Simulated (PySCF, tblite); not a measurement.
# C₂HBF radical: geometry, infrared bands and EPR parameters

Wanted: the infrared bands and EPR parameters of C₂HBF radical (`[C]#CBF`), by calculation.

Computed with tblite 0.8.0 and PySCF 2.14.0, with density-fitted response routines of our own, on a single molecule in the gas phase. Atoms are numbered from 0 throughout.

**1. The starting structure**

5 atoms, charge 0, multiplicity 2; geometry from: force field or distance geometry start.

Bonds of the start (Å): C0–C1 1.22, C1–B2 1.52, B2–F3 1.46, B2–H4 1.21.

**2. Relaxing the molecule with GFN2-xTB**

The job: settings as JSON, then the geometry in Å.

```
{"job": {"kind": "relax", "xc": "GFN2-xTB", "basis": "xTB"}, "charge": 0, "multiplicity": 2}
C      2.137600    -0.099800    -0.058000
C      0.925200    -0.004300     0.037200
B     -0.590800     0.074100     0.176100
F     -1.397200    -1.115300    -0.075600
H     -1.066100     1.148200    -0.096900
```

Run with:

```console
OMP_NUM_THREADS=1 python probes_run.py task.json out
```

This one command runs all jobs of the session in turn.

The program printed:

```text
step      E/eV     max force
  0    -288.24038    3.682
  1    -288.51583    2.948
  2    -288.05833   10.953
  3    -288.67910    1.038
  4    -288.71669    0.703
  5    -288.74345    0.457
  6    -288.75000    0.361
  7    -288.75800    0.160
  8    -288.75927    0.145
  9    -288.76120    0.149
 10    -288.76252    0.141
 11    -288.76489    0.187
 12    -288.76666    0.158
 13    -288.76790    0.096
 14    -288.76841    0.090
 15    -288.76896    0.105
 16    -288.76964    0.139
 17    -288.77007    0.093
 18    -288.77020    0.030
 19    -288.77022    0.015
 20    -288.77024    0.019
 21    -288.77027    0.034
 22    -288.77030    0.037
 23    -288.77033    0.024
 24    -288.77035    0.012
 25    -288.77036    0.013
 26    -288.77038    0.018
 27    -288.77039    0.017
 28    -288.77040    0.008
```

Wall time 0.07 s (1 thread of Arm Neoverse V1, shared host).

Relaxation path: (the energy doesn't fall at every step)

```csv
step,energy from step 0 (eV),largest force (eV/Å)
0,0.0000,3.6818
1,-0.2754,2.9476
2,0.1821,10.9530
3,-0.4387,1.0380
4,-0.4763,0.7026
5,-0.5031,0.4571
6,-0.5096,0.3612
7,-0.5176,0.1605
8,-0.5189,0.1445
9,-0.5208,0.1487
10,-0.5221,0.1412
11,-0.5245,0.1870
12,-0.5263,0.1580
13,-0.5275,0.0964
14,-0.5280,0.0903
15,-0.5286,0.1054
16,-0.5293,0.1390
17,-0.5297,0.0927
18,-0.5298,0.0301
19,-0.5298,0.0154
20,-0.5299,0.0195
21,-0.5299,0.0337
22,-0.5299,0.0369
23,-0.5299,0.0235
24,-0.5300,0.0118
25,-0.5300,0.0130
26,-0.5300,0.0180
27,-0.5300,0.0170
28,-0.5300,0.0085
```

Distances of close pairs at the start and the end, largest changes first:

```csv
bond,before (Å),after (Å),change (Å)
B2–F3,1.459,1.306,-0.153
B2–H4,1.206,1.173,-0.033
C0–C1,1.220,1.204,-0.016
C1–B2,1.524,1.517,-0.008
```

The final coordinates are the input of the step that follows.

**3. Vibrational analysis with GFN2-xTB**

The job: settings as JSON, then the geometry in Å.

```
{"job": {"kind": "ir", "xc": "GFN2-xTB", "basis": "xTB"}, "charge": 0, "multiplicity": 2}
C      2.115359    -0.159332    -0.000210
C      0.923122     0.005311    -0.003481
B     -0.591920     0.075151    -0.004673
F     -1.292617    -1.027093     0.008327
H     -1.145322     1.108815    -0.017148
```

The program printed:

```text
mode    cm-1     km/mol
  1     165.5      2.99
  2     226.0      0.23
  3     419.7      1.11
  4     676.8     85.60
  5     850.2      1.49
  6    1012.7     63.94
  7    1298.3    377.49
  8    2208.1     11.66
  9    2614.7     56.79
```

It took 0.05 s on 1 thread of Arm Neoverse V1, shared host.

The strongest bands and the atoms that carry them (share of the mass-weighted mode):

```csv
cm⁻¹,km/mol,atoms
166,3.0,"C0 40 %, C1 33 %, F3 20 %"
420,1.1,"C1 46 %, F3 30 %, B2 17 %"
677,85.6,"H4 55 %, B2 38 %"
850,1.5,"B2 34 %, H4 31 %, C0 19 %, C1 12 %"
1013,63.9,"H4 64 %, B2 20 %, F3 13 %"
1298,377.5,"B2 70 %, F3 26 %"
2208,11.7,"C1 55 %, C0 45 %"
2615,56.8,H4 92 %
```

**4. g tensor and hyperfine couplings: B3LYP/pcH-1**

Same as in step 3 but for these lines:

```diff
@@ -1,2 +1,2 @@
-{"job": {"kind": "ir", "xc": "GFN2-xTB", "basis": "xTB"}, "charge": 0, "multiplicity": 2}
+{"job": {"kind": "epr", "basis": "pcH-1"}, "charge": 0, "multiplicity": 2}
 C      2.115359    -0.159332    -0.000210
```

With the program's defaults for keys left out, this is: UKS B3LYP, pcH-1 on B C F H, non-relativistic, mean-field spin-orbit, GIAO.

The program printed:

```text
UKS, coarse grid
  cycle   1  E = -201.33005160  |g| = 3.91e-01
  cycle   2  E = -201.18542372  |g| = 7.21e-01
  cycle   3  E = -201.37387684  |g| = 1.60e-01
  cycle   4  E = -201.38789014  |g| = 5.48e-02
  cycle   5  E = -201.38918058  |g| = 2.53e-02
  cycle   6  E = -201.38954821  |g| = 4.13e-03
  cycle   7  E = -201.38962004  |g| = 2.55e-03
  cycle   8  E = -201.38966079  |g| = 1.86e-03
  cycle   9  E = -201.38968666  |g| = 1.22e-03
  cycle  10  E = -201.38970489  |g| = 1.04e-03
  cycle  11  E = -201.38972135  |g| = 6.07e-04
  cycle  12  E = -201.38972768  |g| = 4.60e-04
UKS, final grid
  cycle   1  E = -201.38982331  |g| = 1.06e-03
  cycle   2  E = -201.38982056  |g| = 2.57e-03
  cycle   3  E = -201.38982399  |g| = 2.47e-04
  cycle   4  E = -201.38982405  |g| = 1.21e-04
  cycle   5  E = -201.38982424  |g| = 9.24e-05
  cycle   6  E = -201.38982438  |g| = 5.35e-05
  cycle   7  E = -201.38982444  |g| = 2.91e-05
  cycle   8  E = -201.38982445  |g| = 1.18e-05
internal stability: stable
E = -201.38982445 Eh   <S^2> = 0.7705 (exact 0.7500)
g shifts (ppm)      1          2          3
  rmc          -172       -172       -172
  gc             12          7         14
  oz_so        -175        176        280
  total        -335         11        122
hyperfine (MHz)  atom isotope    a_iso     a_fc   dipolar eigenvalues
    0   13C     924.78     924.78    -58.88    -54.87    113.75
    1   13C     133.42     133.42    -28.52    -28.25     56.77
    2   11B       9.11       9.11     -4.39     -1.85      6.24
    3   19F     -20.85     -20.85    -22.16     -2.50     24.66
    4    1H      19.75      19.75     -1.69     -0.19      1.88
```

Wall time 16 s (1 thread of Arm Neoverse V1, shared host); peak memory 0.35 GiB.

Principal g values 2.00198, 2.00233, 2.00244; g(iso) = 2.00225, against 2.00232 for a free electron.

Hyperfine couplings, nucleus by nucleus at this fixed geometry (no averaging over rotations):

```csv
nuclei,isotope,a(iso) (MHz),"a(iso) (G, at g = 2.0023)",largest dipolar term (MHz)
C0,13C,924.8,330.0,113.7
C1,13C,133.4,47.6,56.8
F3,19F,-20.8,-7.4,24.7
H4,1H,19.7,7.0,1.9
B2,11B,9.1,3.3,6.2
```

Mulliken spin populations:

```csv
atom,value (e)
C0,1.12
C1,-0.15
B2,0.02
F3,0.00
H4,0.01
```

In first order the couplings over 0.8 MHz of 19F, 1H, 11B give 16 distinct lines over 24.2 G.

Orbitals, density, ELF and potential are computed afterwards from the orbital file.

ELF in a plane through or near 5 of the atoms.

Values, 10 rows by 14 columns:
```
0.00 0.00 0.00 0.00 0.00 0.00 0.00 0.00 0.00 0.00 0.00 0.00 0.00 0.00
0.00 0.00 0.00 0.00 0.00 0.00 0.00 0.00 0.02 0.02 0.00 0.00 0.00 0.00
0.00 0.00 0.01 0.05 0.14 0.14 0.02 0.09 0.98 0.99 0.71 0.01 0.00 0.00
0.00 0.02 0.28 0.52 0.57 0.59 0.25 0.40 1.00 1.00 0.99 0.08 0.00 0.00
0.00 0.17 0.77 0.87 0.78 0.76 0.78 0.43 0.95 0.98 0.53 0.03 0.00 0.00
0.00 0.32 0.89 0.85 0.42 0.38 0.62 0.29 0.17 0.31 0.06 0.00 0.00 0.00
0.00 0.10 0.71 0.84 0.80 0.67 0.37 0.22 0.54 0.56 0.64 0.05 0.00 0.00
0.00 0.00 0.14 0.37 0.43 0.29 0.02 0.27 0.82 0.77 0.29 0.01 0.00 0.00
0.00 0.00 0.00 0.00 0.02 0.01 0.00 0.04 0.17 0.10 0.01 0.00 0.00 0.00
0.00 0.00 0.00 0.00 0.00 0.00 0.00 0.00 0.00 0.00 0.00 0.00 0.00 0.00
```
The map spans 9.4 Å across and 7.4 Å up, centred on the molecule. Atoms in the plane (x, y in Å): C0 (-2.1, -0.1), C1 (-0.9, 0.1), B2 (0.6, 0.0), F3 (1.2, -1.1), H4 (1.2, 1.0).

On the surface of density 0.002 e/bohr³ the electrostatic potential runs, from the 1st to the 99th percentile, from -0.60 V near F3 to 1.81 V near B2.

The spin density lies nearest to C0 83 %; C1 14 % (both signs).

**5. Outcome**

| quantity | value |
| --- | --- |
| strongest single infrared mode (GFN2-xTB) | 1298 cm⁻¹, 377 km/mol |
| zero-point energy (GFN2-xTB) | 13.5 kcal/mol |
| g(iso) (B3LYP) | 2.00225 |
| ⟨S²⟩ | 0.771 (exact 0.75) |
| largest a(iso) | 13C on C0, 924.8 MHz |
| potential on the surface of density 0.002 e/bohr³, 1st and 99th percentile | -0.60 V and 1.81 V |

In words: Relaxing lowered the energy by 0.530 eV in 28 steps; the close pair that moved most is B2–F3, from 1.459 to 1.306 Å. All 9 modes are real, so the xTB geometry is a minimum. The strongest single mode, at 1298 cm⁻¹, moves mainly B2. Unscaled tight-binding wavenumbers are off by several per cent, some by more. Its intensities can rank the bands wrongly. C0 carries the largest spin population, 1.12 e. The isotropic g lies 0.1 ppt below the free-electron value. The conformer search found further structures of the same energy, which may be mirror or relabelled copies of this one.
